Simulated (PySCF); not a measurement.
# C3H5AlF2: the cost of one run

The runs use PySCF 2.14.0, with density-fitted response routines of our own; the level of theory stands in each step. All values are computed, except where a source is named. Atoms are numbered from 0 throughout.

**1. The molecule as given**

11 atoms, charge 0, multiplicity 1; geometry from: PBE0-D3(BJ)/def2-SVP.

Bonds of the start (Å): F0–C1 1.39, C1–C2 1.33, C2–F3 1.33, C2–C4 1.47, C4–Al5 2.01, C1–H6 1.09, C4–H7 1.10, C4–H8 1.10, Al5–H9 1.59, Al5–H10 1.59.

**2. NMR shieldings: HF/pcSseg-2**

Job settings and geometry (Å):

```
{"job": {"kind": "nmr", "xc": "HF", "basis": "pcSseg-2", "pop": false}, "charge": 0, "multiplicity": 1}
F     -0.091138     1.514684     0.678552
C     -1.249241     0.767784     0.524764
C     -1.094387    -0.448077    -0.001010
F     -2.187923    -1.191191    -0.167702
C      0.216464    -0.994466    -0.397231
Al     1.558963     0.467361    -0.103785
H     -2.139109     1.291506     0.863854
H      0.428512    -1.894629     0.206379
H      0.167181    -1.318895    -1.451436
H      2.492386     0.395133     1.181155
H      1.933194     1.382977    -1.349629
```

Level: GIAO HF/pcSseg-2 NMR shielding, non-relativistic, gas phase.

The run is started by

```console
$ OMP_NUM_THREADS=1 python probes_run.py task.json out
```

This one command runs all jobs of the session in turn.

**Question.** How long does this first job take on 1 thread of Arm Neoverse V2, shared host, and how much memory does it need?

About 20 s, with a peak of 1.2 GiB.
